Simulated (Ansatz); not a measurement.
# TiH4O4 (SMILES O[Ti](O)(O)O) at HF/STO-3G

Aim: the vertical ionisation energy of TiH4O4 at HF/STO-3G, from 2 runs. 

Program for the calculation: Ansatz 0.2.0.

1 further run of the same task is left out (set aside as unsound or not needed).

### Step 1. Starting point

TiH4O4: 9 atoms, total charge 0, spin state singlet. As SMILES, `O[Ti](O)(O)O`. The coordinates come from a PBE0-D4/def2-TZVP relaxation. This is one conformer, not always the lowest.

Bond lengths: O1–Ti2 1.801 Å, Ti2–O3 1.801 Å, Ti2–O4 1.801 Å, Ti2–O5 1.801 Å, O1–H6 0.958 Å, O3–H7 0.958 Å, O4–H8 0.958 Å, O5–H9 0.958 Å. Angles: O1–Ti2–O3 108.5°, O1–Ti2–O4 109.9°, O1–Ti2–O5 110.0°, O3–Ti2–O4 110.0°, O3–Ti2–O5 109.9°, O4–Ti2–O5 108.5°, Ti2–O1–H6 129.5°, Ti2–O3–H7 129.5°, Ti2–O4–H8 129.5°, Ti2–O5–H9 129.6°.

### Step 2. A single-point energy at HF/STO-3G

Input file input.yaml:

```yaml
basis:
  gaussian: {orbitals: STO-3G}
crystal:
  periodic: [false, false, false]
  atoms:
    - symbol: O
      position_ang: [-0.125250, 1.268390, -1.272730]
    - symbol: Ti
      position_ang: [0.000070, 0.000090, -0.000050]
    - symbol: O
      position_ang: [1.651710, -0.715310, -0.066120]
    - symbol: O
      position_ang: [-1.235630, -1.279200, -0.283830]
    - symbol: O
      position_ang: [-0.290490, 0.726280, 1.622320]
    - symbol: H
      position_ang: [-0.813470, 1.413950, -1.922910]
    - symbol: H
      position_ang: [2.270980, -0.885970, 0.644480]
    - symbol: H
      position_ang: [-1.123140, -2.176250, -0.600550]
    - symbol: H
      position_ang: [-0.334770, 1.648010, 1.879390]
hamiltonian: {xc: hf}
accuracy: high
output: {orbitals: {seedname: orbitals}}
```

Run with:

```console
ansatz run input.yaml --threads 1 --pin off --max-ram 3480MiB --events-out events.jsonl --progress --plain --runs-dir runs
```

Standard output:

```text
Warning: RAYON_NUM_THREADS=1 ignored (pool sized by the plan → 1); use --threads N
Functional definition: HF
  name "HF"
  exchange = exact_x
  correlation = 0
982 factors; integrals over basis functions are off by at most 2.7e-9 eV
mean field evaluation 1: about -30955.4897 eV, gradient 4.3e1 eV
mean field evaluation 2: about -30955.6035 eV, gradient 4.3e1 eV
mean field evaluation 4: about -30961.3012 eV, gradient 2.4e0 eV
mean field evaluation 8: about -30961.3164 eV, gradient 3.7e-4 eV
mean field -30961.31644695 eV, -1137.8073930915 hartree, gradient 3.3e-8 eV, S^2 0.000000; 0 other end points of the search recorded, 0 dependent functions left out
reference -30961.31644695 eV, -1137.8073930915 hartree; 29, 29 occupied and 13, 13 virtual orbitals, 982 factors
Total energy: -30961.31644695 eV, -1137.8073930915 hartree
```

Run time: 1.4 s. Hardware: 1 thread of Intel Xeon Platinum 8259CL at 2.50GHz (Skylake/Cascade Lake), shared host; peak memory 0.12 GiB.

### Step 3. The doublet cation, same level

Input file job.yaml:

```yaml
crystal:
  periodic: [false, false, false]
  atoms:
    - symbol: O
      position_ang: [-0.125250, 1.268390, -1.272730]
    - symbol: Ti
      position_ang: [0.000070, 0.000090, -0.000050]
    - symbol: O
      position_ang: [1.651710, -0.715310, -0.066120]
    - symbol: O
      position_ang: [-1.235630, -1.279200, -0.283830]
    - symbol: O
      position_ang: [-0.290490, 0.726280, 1.622320]
    - symbol: H
      position_ang: [-0.813470, 1.413950, -1.922910]
    - symbol: H
      position_ang: [2.270980, -0.885970, 0.644480]
    - symbol: H
      position_ang: [-1.123140, -2.176250, -0.600550]
    - symbol: H
      position_ang: [-0.334770, 1.648010, 1.879390]
basis:
  gaussian:
    orbitals: STO-3G
hamiltonian:
  xc: hf
magnetization:
  spin_polarized: true
  initial_magnetization: 1
output:
  orbitals: {seedname: orbitals}
accuracy: high
total_charge: 1
```

Run with:

```console
ansatz run job.yaml --threads 1 --pin off --max-ram 3480MiB --events-out events.jsonl --progress --plain --runs-dir runs
```

Standard output, cut to the lines that bear on the results:

```text
Warning: RAYON_NUM_THREADS=1 ignored (pool sized by the plan → 1); use --threads N
[... 2 set-up lines as earlier in the session ...]
[...]
981 factors; integrals over basis functions are off by at most 2.7e-9 eV
[...]
mean field -30954.49856516 eV, -1137.5568405570 hartree, gradient 2.3e-8 eV, S^2 0.757319; 6 other end points of the search recorded, 0 dependent functions left out
reference -30954.49856516 eV, -1137.5568405570 hartree; 29, 28 occupied and 13, 14 virtual orbitals, 981 factors
Total energy: -30954.49856516 eV, -1137.5568405570 hartree
```

It took 9.3 s on 1 thread of Intel Xeon Platinum 8259CL at 2.50GHz (Skylake/Cascade Lake), shared host; peak memory 0.15 GiB.

### Step 4. Summary of results

Level: HF/STO-3G.

```
                                          quantity           value
                      singlet TiH4O4: total energy  -1137.80739 Eh
                       singlet TiH4O4: HOMO energy        -9.24 eV
                       singlet TiH4O4: LUMO energy        10.01 eV
                     singlet TiH4O4: HOMO–LUMO gap        19.25 eV
                      doublet cation: total energy  -1137.55684 Eh
doublet cation: HOMO energy (highest over α and β)       -14.90 eV
 doublet cation: LUMO energy (lowest over α and β)        -4.53 eV
                              doublet cation: ⟨S²⟩           0.757
vertical ionisation energy (to the doublet cation)        6.818 eV
```

In words: Removing an electron at fixed nuclei costs 6.82 eV (157 kcal/mol). −ε(HOMO) before ionisation, 9.24 eV, is 2.42 eV above this ionisation energy. In a minimal basis such a difference can be off by several eV, whatever the method.
